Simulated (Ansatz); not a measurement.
# Ga2HO (doublet): the correlation ladder, cc-pVDZ

Aim: climb from Hartree-Fock through coupled cluster and multireference methods for Ga2HO (doublet) at one geometry and basis, and see what each rung misses.

Computed with Ansatz 0.2.0, Gaussian basis. Level: cc-pVDZ, core rule «outside noble gas», up to 29 orbitals frozen.

Plan: UHF; CCSD(T) on ROHF; CCSD(T) on UHF; BCCD(T) on ROHF; CISD; CCSDT(Q) on ROHF; CCSDT(Q) on UHF; CASSCF and MRCISD+Q, 9 electrons in 9 orbitals; CASSCF and NEVPT2, 9 electrons in 9 orbitals.

18 further runs of the same task are left out: 7 that didn't finish, 11 set aside as unsound or not needed.

## 1. What is computed

The geometry is a PBE0/def2-TZVP stationary point (not a proven minimum). No spin-orbit coupling is included. The filled d shell of Ga may be among the frozen orbitals whatever the setting's name suggests; the logs give the count.

4 atoms, charge 0, spin multiplicity 2.

Atoms are counted from 1 here; the program's logs count them from 0.

Bond lengths: Ga1–Ga2 2.692 Å, Ga2–O3 1.757 Å, O3–H4 0.952 Å. Angles: Ga1–Ga2–O3 180.0°, Ga2–O3–H4 180.0°.

In the tables R marks a restricted open-shell determinant and U an unrestricted one; 'frontier' is the active space of 9 electrons in 9 orbitals; energies count from the table's Hartree-Fock row.

## 2. UHF

File in.yaml:

```yaml
crystal:
  periodic: [false, false, false]
  atoms:
    - {symbol: Ga, position_ang: [0.000000, 0.000000, -3.135100]}
    - {symbol: Ga, position_ang: [0.000000, 0.000000, -0.443400]}
    - {symbol: O, position_ang: [0.000000, 0.000000, 1.313400]}
    - {symbol: H, position_ang: [0.000000, 0.000000, 2.265100]}
basis:
  gaussian: {orbitals: cc-pVDZ}
magnetization: {spin_polarized: true, initial_magnetization: 1}
hamiltonian: {xc: hf}
output: {orbitals: {seedname: orbitals}}
```

Started as:

```
$ ansatz run in.yaml --threads 1 --pin off --events-out ev --progress --plain --max-ram 2393MiB
```

Log:

```text
Functional definition: HF
  name "HF"
  cite "Fock, Z. Phys. 61, 126 (1930) doi:10.1007/BF01340294"
  parent pbe
  exchange = exact_x
  correlation = 0
819 factors; integrals over basis functions are off by at most 1.4e-3 eV
mean field evaluation 1: about -106716.4497 eV, gradient 2.7e1 eV
mean field evaluation 2: about -106716.4587 eV, gradient 2.7e1 eV
mean field evaluation 4: about -106719.8839 eV, gradient 1.7e0 eV
mean field evaluation 8: about -106719.9340 eV, gradient 6.8e-3 eV
mean field evaluation 16: about -106719.8223 eV, gradient 8.3e-1 eV
mean field evaluation 32: about -106713.6694 eV, gradient 1.3e1 eV
mean field evaluation 64: about -106717.9380 eV, gradient 2.2e0 eV
mean field -106719.93400929 eV, -3921.8852374720 hartree, gradient 1.7e-5 eV, S^2 0.761145; 0 other end points of the search recorded, 0 dependent functions left out
reference -106719.93400929 eV, -3921.8852374720 hartree; 36, 35 occupied and 37, 38 virtual orbitals, 819 factors
Total energy: -106719.93400929 eV, -3921.8852374720 hartree
```

It took 2.2 s on 1 thread of AMD EPYC 9R45, shared host.

From the report: ⟨S²⟩ of the determinant 0.761 (pure doublet: 0.75).

## 3. CCSD(T) on ROHF

in.yaml, as its differences from that of step 2:

```diff
@@ -9,4 +9,3 @@
   gaussian: {orbitals: cc-pVDZ}
-magnetization: {spin_polarized: true, initial_magnetization: 1}
-hamiltonian: {xc: hf}
-output: {orbitals: {seedname: orbitals}}
+magnetization: {spin_polarized: false, initial_magnetization: 1}
+correlation: {method: ccsd_t, electrons: outside_noble_gas}
```

The command is unchanged.

Log (excerpt; [...] marks lines left out):

```text
Functional definition: HF
  name "HF"
  cite "Fock, Z. Phys. 61, 126 (1930) doi:10.1007/BF01340294"
  parent pbe
[...]
819 factors; integrals over basis functions are off by at most 1.4e-3 eV
[...]
mean field -106719.87343808 eV, -3921.8830115211 hartree, gradient 2.0e-6 eV, S^2 0.750000; 6 other end points of the search recorded, 0 dependent functions left out
[...]
determinant -106719.87343808 eV, -3921.8830115211 hartree, with singles and doubles -106728.18867193 eV, -3922.1885907288 hartree
determinant -106717.92903373 eV, -3921.8115559792 hartree, with singles and doubles -106726.47663770 eV, -3922.1256746314 hartree
determinant -106716.99485361 eV, -3921.7772254931 hartree, with singles and doubles -106725.53541597 eV, -3922.0910853709 hartree
determinant -106716.45024306 eV, -3921.7572114243 hartree, with singles and doubles -106724.96209585 eV, -3922.0700162450 hartree
29 core orbitals not correlated, not the lowest: weight in the atoms' cores, before any rotation towards them, 0.821 or more for the frozen orbitals, at most 0.236 for the correlated occupied ones
reference -106719.87343808 eV, -3921.8830115211 hartree; 7, 6 occupied and 37, 38 virtual orbitals, 819 factors
second order -7.60011072 eV of doubles, -0.03315190 eV of singles
cycle   1  -8.31494795 eV  change    2.9e-4 eV  update   1.0e-3
[...]
cycle   8  -8.31489962 eV  change    1.0e-5 eV  update   5.6e-6
perturbative correction -0.23716449 eV, -0.0087156343 hartree
Total energy: -106728.42550219 eV, -3922.1972940802 hartree
```

It took 7 s on 1 thread of AMD EPYC 9R45, shared host.

From the report: correlation -8.5521 eV; T1 0.022; largest double amplitude 0.07.

## 4. CCSD(T) on UHF

in.yaml, as its differences from that of step 3:

```diff
@@ -9,3 +9,3 @@
   gaussian: {orbitals: cc-pVDZ}
-magnetization: {spin_polarized: false, initial_magnetization: 1}
+magnetization: {spin_polarized: true, initial_magnetization: 1}
 correlation: {method: ccsd_t, electrons: outside_noble_gas}
```

The command is unchanged.

Log (excerpt; [...] marks lines left out):

```text
Functional definition: HF
  name "HF"
  cite "Fock, Z. Phys. 61, 126 (1930) doi:10.1007/BF01340294"
  parent pbe
[...]
819 factors; integrals over basis functions are off by at most 1.4e-3 eV
[...]
mean field -106719.93400929 eV, -3921.8852374720 hartree, gradient 3.7e-6 eV, S^2 0.761145; 13 other end points of the search recorded, 0 dependent functions left out
determinant -106719.93400929 eV, -3921.8852374720 hartree, with singles and doubles -106728.19256162 eV, -3922.1887336722 hartree
determinant -106718.04043675 eV, -3921.8156499646 hartree, with singles and doubles -106726.48280429 eV, -3922.1259012494 hartree
determinant -106717.38724880 eV, -3921.7916457503 hartree, with singles and doubles -106725.50932777 eV, -3922.0901266470 hartree
determinant -106717.16216645 eV, -3921.7833741264 hartree, with singles and doubles -106725.37683526 eV, -3922.0852576371 hartree
determinant -106717.06228973 eV, -3921.7797037245 hartree, with singles and doubles -106725.54023113 eV, -3922.0912623245 hartree
determinant -106716.77603985 eV, -3921.7691842355 hartree, with singles and doubles -106724.90660148 eV, -3922.0679768646 hartree
determinant -106716.65033483 eV, -3921.7645646614 hartree, with singles and doubles -106724.98189692 eV, -3922.0707439207 hartree
29 core orbitals not correlated, not the lowest: weight in the atoms' cores, before any rotation towards them, 0.799 or more for the frozen orbitals, at most 0.238 for the correlated occupied ones
reference -106719.93400929 eV, -3921.8852374720 hartree; 7, 6 occupied and 37, 38 virtual orbitals, 819 factors
second order -7.56534450 eV of doubles, -0.00000000 eV of singles
cycle   1  -8.25847661 eV  change    7.6e-5 eV  update   1.3e-3
[...]
cycle   9  -8.25842055 eV  change    6.0e-6 eV  update   2.6e-6
perturbative correction -0.23482176 eV, -0.0086295404 hartree
Total energy: -106728.42725159 eV, -3922.1973583698 hartree
```

It took 9.5 s on 1 thread of AMD EPYC 9R45, shared host.

From the report: ⟨S²⟩ of the determinant 0.761 (pure doublet: 0.75); correlation -8.4932 eV; T1 0.022; largest double amplitude 0.07.

## 5. BCCD(T) on ROHF

in.yaml, as its differences from that of step 4:

```diff
@@ -9,3 +9,3 @@
   gaussian: {orbitals: cc-pVDZ}
-magnetization: {spin_polarized: true, initial_magnetization: 1}
-correlation: {method: ccsd_t, electrons: outside_noble_gas}
+magnetization: {spin_polarized: false, initial_magnetization: 1}
+correlation: {method: bccd_t, electrons: outside_noble_gas}
```

The command is unchanged.

Log (excerpt; [...] marks lines left out):

```text
Functional definition: HF
  name "HF"
  cite "Fock, Z. Phys. 61, 126 (1930) doi:10.1007/BF01340294"
  parent pbe
[...]
819 factors; integrals over basis functions are off by at most 1.4e-3 eV
[...]
mean field -106719.87343808 eV, -3921.8830115211 hartree, gradient 2.0e-6 eV, S^2 0.750000; 6 other end points of the search recorded, 0 dependent functions left out
[...]
determinant -106719.87343808 eV, -3921.8830115211 hartree, with singles and doubles -106728.18867193 eV, -3922.1885907288 hartree
determinant -106717.92903373 eV, -3921.8115559792 hartree, with singles and doubles -106726.47663770 eV, -3922.1256746314 hartree
determinant -106716.99485361 eV, -3921.7772254931 hartree, with singles and doubles -106725.53541597 eV, -3922.0910853709 hartree
determinant -106716.45024306 eV, -3921.7572114243 hartree, with singles and doubles -106724.96209585 eV, -3922.0700162450 hartree
29 core orbitals not correlated, not the lowest: weight in the atoms' cores, before any rotation towards them, 0.821 or more for the frozen orbitals, at most 0.236 for the correlated occupied ones
reference -106719.87343808 eV, -3921.8830115211 hartree; 7, 6 occupied and 37, 38 virtual orbitals, 819 factors
second order -7.60011072 eV of doubles, -0.03315190 eV of singles
cycle   1  -8.28689648 eV  change    2.8e-2 eV  update   1.2e-2
[...]
cycle   9  -8.29038810 eV  change    5.3e-6 eV  update   1.1e-5
perturbative correction -0.26629589 eV, -0.0097861934 hartree
Total energy: -106728.43012207 eV, -3922.1974638577 hartree
```

Run time: 7 s. Hardware: 1 thread of AMD EPYC 9R45, shared host.

From the report: correlation -8.5567 eV; largest double amplitude 0.07.

## 6. CISD

in.yaml, as its differences from that of step 5:

```diff
@@ -10,2 +10,2 @@
 magnetization: {spin_polarized: false, initial_magnetization: 1}
-correlation: {method: bccd_t, electrons: outside_noble_gas}
+correlation: {active_space: {ras: {orbitals: [6, 1, 37], electrons: 13, max_holes: 2, max_particles: 2}, fixed_orbitals: true}}
```

The command is unchanged.

Log:

```text
Functional definition: HF
  name "HF"
  cite "Fock, Z. Phys. 61, 126 (1930) doi:10.1007/BF01340294"
  parent pbe
  exchange = exact_x
  correlation = 0
819 factors; integrals over basis functions are off by at most 1.4e-3 eV
mean field evaluation 1: about -106716.4307 eV, gradient 3.9e1 eV
mean field evaluation 2: about -106716.4396 eV, gradient 3.9e1 eV
mean field evaluation 4: about -106719.8437 eV, gradient 2.2e0 eV
mean field evaluation 8: about -106719.8732 eV, gradient 1.7e-1 eV
mean field evaluation 16: about -106719.8734 eV, gradient 3.7e-3 eV
mean field evaluation 32: about -106719.8329 eV, gradient 2.2e0 eV
mean field -106719.87343808 eV, -3921.8830115211 hartree, gradient 2.0e-6 eV, S^2 0.750000; 3 other end points of the search recorded, 0 dependent functions left out
reference -106719.87343808 eV, -3921.8830115211 hartree; 36, 35 occupied and 37, 38 virtual orbitals, 819 factors
state -106725.97737046 eV, -3922.1073268986 hartree
Total energy: -106725.97737046 eV, -3922.1073268986 hartree
```

Run time: 4.1 s. Hardware: 1 thread of AMD EPYC 9R45, shared host.

From the report: 35,247 determinants.

## 7. CCSDT(Q) on ROHF

in.yaml, as its differences from that of step 6:

```diff
@@ -10,2 +10,2 @@
 magnetization: {spin_polarized: false, initial_magnetization: 1}
-correlation: {active_space: {ras: {orbitals: [6, 1, 37], electrons: 13, max_holes: 2, max_particles: 2}, fixed_orbitals: true}}
+correlation: {method: ccsdt_q, electrons: outside_noble_gas}
```

Same command.

Log (excerpt; [...] marks lines left out):

```text
Functional definition: HF
  name "HF"
  cite "Fock, Z. Phys. 61, 126 (1930) doi:10.1007/BF01340294"
  parent pbe
[...]
1383 factors; integrals over basis functions are off by at most 1.5e-7 eV
[...]
mean field -106719.87375077 eV, -3921.8830230121 hartree, gradient 2.2e-6 eV, S^2 0.750000; 6 other end points of the search recorded, 0 dependent functions left out
[...]
determinant -106719.87375077 eV, -3921.8830230121 hartree, with singles and doubles -106728.18898695 eV, -3922.1886023055 hartree
determinant -106717.92934863 eV, -3921.8115675517 hartree, with singles and doubles -106726.47695521 eV, -3922.1256862998 hartree
determinant -106716.99519722 eV, -3921.7772381204 hartree, with singles and doubles -106725.53574649 eV, -3922.0910975172 hartree
determinant -106716.45055972 eV, -3921.7572230615 hartree, with singles and doubles -106724.96241875 eV, -3922.0700281112 hartree
29 core orbitals not correlated, not the lowest: weight in the atoms' cores, before any rotation towards them, 0.821 or more for the frozen orbitals, at most 0.236 for the correlated occupied ones
reference -106719.87375077 eV, -3921.8830230121 hartree; 7, 6 occupied and 37, 38 virtual orbitals, 1383 factors
second order -7.60012488 eV of doubles, -0.03315178 eV of singles
cycle   1  -7.93474486 eV  change   -3.0e-1 eV  update   1.1e-1
[...]
cycle  19  -8.58350269 eV  change   -6.2e-7 eV  update   1.3e-6
perturbative correction -0.02392401 eV, -0.0008791911 hartree
Total energy: -106728.48117746 eV, -3922.1993401090 hartree
```

It took 49 s on 1 thread of AMD EPYC 9R45, shared host; peak memory 1.3 GiB.

From the report: correlation -8.6074 eV; T1 0.023; largest double amplitude 0.08.

## 8. CCSDT(Q) on UHF

in.yaml, as its differences from that of step 7:

```diff
@@ -9,3 +9,3 @@
   gaussian: {orbitals: cc-pVDZ}
-magnetization: {spin_polarized: false, initial_magnetization: 1}
+magnetization: {spin_polarized: true, initial_magnetization: 1}
 correlation: {method: ccsdt_q, electrons: outside_noble_gas}
```

Same command.

Log (excerpt; [...] marks lines left out):

```text
Functional definition: HF
  name "HF"
  cite "Fock, Z. Phys. 61, 126 (1930) doi:10.1007/BF01340294"
  parent pbe
[...]
1383 factors; integrals over basis functions are off by at most 1.5e-7 eV
[...]
mean field -106719.93432196 eV, -3921.8852489625 hartree, gradient 4.7e-6 eV, S^2 0.761145; 13 other end points of the search recorded, 0 dependent functions left out
determinant -106719.93432196 eV, -3921.8852489625 hartree, with singles and doubles -106728.19287647 eV, -3922.1887452427 hartree
determinant -106718.04075216 eV, -3921.8156615556 hartree, with singles and doubles -106726.48312166 eV, -3922.1259129124 hartree
determinant -106717.38757150 eV, -3921.7916576092 hartree, with singles and doubles -106725.50964941 eV, -3922.0901384672 hartree
determinant -106717.16249490 eV, -3921.7833861969 hartree, with singles and doubles -106725.37715812 eV, -3922.0852695019 hartree
determinant -106717.06263194 eV, -3921.7797163006 hartree, with singles and doubles -106725.54056989 eV, -3922.0912747737 hartree
determinant -106716.77636673 eV, -3921.7691962483 hartree, with singles and doubles -106724.90692179 eV, -3922.0679886355 hartree
determinant -106716.65065267 eV, -3921.7645763419 hartree, with singles and doubles -106724.98221984 eV, -3922.0707557880 hartree
29 core orbitals not correlated, not the lowest: weight in the atoms' cores, before any rotation towards them, 0.799 or more for the frozen orbitals, at most 0.238 for the correlated occupied ones
reference -106719.93432196 eV, -3921.8852489625 hartree; 7, 6 occupied and 37, 38 virtual orbitals, 1383 factors
second order -7.56535850 eV of doubles, -0.00000000 eV of singles
cycle   1  -7.86442644 eV  change   -3.0e-1 eV  update   1.1e-1
[...]
cycle  19  -8.52474925 eV  change   -1.2e-6 eV  update   1.5e-6
perturbative correction -0.02828884 eV, -0.0010395959 hartree
Total energy: -106728.48736005 eV, -3922.1995673150 hartree
```

Wall time 45 s (1 thread of AMD EPYC 9R45, shared host); peak memory 0.96 GiB.

From the report: ⟨S²⟩ of the determinant 0.761 (pure doublet: 0.75); correlation -8.5530 eV; T1 0.023; largest double amplitude 0.08.

## 9. CASSCF and MRCISD+Q, 9 electrons in 9 orbitals

in.yaml, as its differences from that of step 8:

```diff
@@ -9,3 +9,3 @@
   gaussian: {orbitals: cc-pVDZ}
-magnetization: {spin_polarized: true, initial_magnetization: 1}
-correlation: {method: ccsdt_q, electrons: outside_noble_gas}
+magnetization: {spin_polarized: false, initial_magnetization: 1}
+correlation: {method: fic_mrcisd_q, electrons: outside_noble_gas, active_space: {window: {electrons: 9, orbitals: 9}}}
```

Same command.

Log (excerpt; [...] marks lines left out):

```text
Functional definition: HF
  name "HF"
  cite "Fock, Z. Phys. 61, 126 (1930) doi:10.1007/BF01340294"
  parent pbe
[...]
819 factors; integrals over basis functions are off by at most 1.4e-3 eV
[...]
mean field -106719.87343808 eV, -3921.8830115211 hartree, gradient 2.0e-6 eV, S^2 0.750000; 3 other end points of the search recorded, 0 dependent functions left out
reference -106719.87343808 eV, -3921.8830115211 hartree; 36, 35 occupied and 37, 38 virtual orbitals, 819 factors
state -106723.44705165 eV, -3922.0143393975 hartree
contracted CI cycle   1: correlation 0.00000000 eV, 0.0000000000 hartree, residual 2.02e1 eV
contracted CI cycle   2: correlation -4.28285122 eV, -0.1573918794 hartree, residual 3.62e0 eV
contracted CI cycle   3: correlation -4.47582975 eV, -0.1644837094 hartree, residual 1.41e0 eV
[...]
contracted CI cycle   4: correlation -5.22613946 eV, -0.1920570828 hartree, residual 6.11e-1 eV
contracted CI cycle   5: correlation -5.23191912 eV, -0.1922694813 hartree, residual 2.73e-1 eV
contracted CI cycle   6: correlation -5.23295121 eV, -0.1923074098 hartree, residual 1.19e-1 eV
contracted CI cycle   7: correlation -5.23313439 eV, -0.1923141418 hartree, residual 4.85e-2 eV
contracted CI cycle   8: correlation -5.23316736 eV, -0.1923153532 hartree, residual 1.89e-2 eV
contracted CI cycle   9: correlation -5.23317273 eV, -0.1923155508 hartree, residual 8.21e-3 eV
contracted CI cycle  10: correlation -5.23317376 eV, -0.1923155885 hartree, residual 3.63e-3 eV
contracted CI cycle  11: correlation -5.23317395 eV, -0.1923155955 hartree, residual 1.61e-3 eV
state -106722.66412163 eV, -3921.9855672501 hartree; corrected -106728.40238281 eV, -3922.1964444589 hartree
state -106723.44705165 eV, -3922.0143393975 hartree; corrected -106728.42661142 eV, -3922.1973348438 hartree
[...]
Total energy: -106728.42661142 eV, -3922.1973348438 hartree
```

Run time: 17 s. Hardware: 1 thread of AMD EPYC 9R45, shared host; peak memory 0.44 GiB.

From the report: 4,036 determinants; active occupations 1.99, 1.98, 1.98, 1.97, 1.00, 0.03, 0.02, 0.02, 0.02.

## 10. CASSCF and NEVPT2, 9 electrons in 9 orbitals

in.yaml, as its differences from that of step 9:

```diff
@@ -10,2 +10,2 @@
 magnetization: {spin_polarized: false, initial_magnetization: 1}
-correlation: {method: fic_mrcisd_q, electrons: outside_noble_gas, active_space: {window: {electrons: 9, orbitals: 9}}}
+correlation: {method: sc_nevpt2, electrons: outside_noble_gas, active_space: {window: {electrons: 9, orbitals: 9}}}
```

Same command.

Log (excerpt; [...] marks lines left out):

```text
Functional definition: HF
  name "HF"
  cite "Fock, Z. Phys. 61, 126 (1930) doi:10.1007/BF01340294"
  parent pbe
[...]
819 factors; integrals over basis functions are off by at most 1.4e-3 eV
[...]
mean field -106719.87343808 eV, -3921.8830115211 hartree, gradient 2.0e-6 eV, S^2 0.750000; 3 other end points of the search recorded, 0 dependent functions left out
reference -106719.87343808 eV, -3921.8830115211 hartree; 36, 35 occupied and 37, 38 virtual orbitals, 819 factors
state -106723.44705165 eV, -3922.0143393975 hartree
state -106723.44705165 eV, -3922.0143393975 hartree; corrected -106727.00740550 eV, -3922.1451799882 hartree
state -106722.66412163 eV, -3921.9855672501 hartree
state -106722.66412163 eV, -3921.9855672501 hartree; corrected -106726.96493951 eV, -3922.1436193919 hartree
state -106723.44705165 eV, -3922.0143393975 hartree; corrected -106727.00740550 eV, -3922.1451799882 hartree
[...]
Total energy: -106727.00740550 eV, -3922.1451799882 hartree
```

Run time: 14 s. Hardware: 1 thread of AMD EPYC 9R45, shared host.

From the report: 4,036 determinants; active occupations 1.99, 1.98, 1.98, 1.97, 1.00, 0.03, 0.02, 0.02, 0.02.

## 11. Misses and costs

The yardstick is UCCSDT(Q), where the cluster series has nearly closed. Rows without a time come out of other runs: HF, MP2 and CCSD of CCSD(T), CCSDT of CCSDT(Q), CASSCF and MRCISD of the multireference runs.

Differences are taken before rounding.

```tsv
method	energy from the lowest RHF (meV)	from UCCSDT(Q) (meV)	time
RHF	0.0	+8613.9	
UHF	-60.6	+8553.4	
RMP2	-7633.3	+980.7	
UMP2	-7625.9	+988.0	
RCCSD	-8314.9	+299.0	
UCCSD	-8319.0	+294.9	
RCCSD(T)	-8552.1	+61.9	7 s
UCCSD(T)	-8553.8	+60.1	9.5 s
BCCD(T)	-8556.7	+57.2	7 s
RCCSDT	-8583.8	+30.1	
UCCSDT	-8585.6	+28.3	
RCCSDT(Q)	-8607.7	+6.2	49 s
UCCSDT(Q)	-8613.9	0	45 s
CASSCF frontier	-3573.6	+5040.3	
NEVPT2 frontier	-7134.0	+1480.0	14 s
MRCISD frontier	-8089.9	+524.0	
MRCISD+Q frontier	-8553.2	+60.7	17 s
```

Among the levels timed on like hardware and quicker than the yardstick, those that no quicker one beats, quickest first: BCCD(T) (7 s, +57.2 meV).

Not comparable, so not listed: CISD (they don't share determinant, frozen orbitals or solution with the rows shown, or repeat one).

With the free atoms at the same levels and basis (separate runs), the atomisation energy is 8.630 eV at UCCSDT(Q), 8.595 eV at RCCSD(T), 8.588 eV at UCCSD(T), 5.920 eV at RHF.

## 12. Results

| quantity | value |
| --- | --- |
| UCCSDT(Q) below the RHF energy | -8.6139 eV |
| RMP2 from UCCSDT(Q) | +980.7 meV |
| UMP2 from UCCSDT(Q) | +988.0 meV |
| RCCSD from UCCSDT(Q) | +299.0 meV |
| RCCSD(T) from UCCSDT(Q) | +61.9 meV |
| UCCSD(T) from UCCSDT(Q) | +60.1 meV |
| RCCSDT(Q) from UCCSDT(Q) | +6.2 meV |
| NEVPT2 frontier from UCCSDT(Q) | +1480.0 meV |
| MRCISD+Q frontier from UCCSDT(Q) | +60.7 meV |
| levels within 1 kcal/mol (43 meV) | RCCSDT, UCCSDT, RCCSDT(Q) |
| T1 diagnostic | 0.022 |

What this shows: RCCSD(T) lands +61.9 meV from the yardstick (0.7 % of the correlation energy). Of the multireference levels listed MRCISD+Q frontier comes nearest in total energy (+60.7 meV), which doesn't show that its space is the better one. These misses are within one basis, not against nature; the frozen cores of restricted and unrestricted runs differ, which can shift their rows.

For cost: BCCD(T) gets within 57.2 meV in 7 s, where UCCSDT(Q) took 45 s.
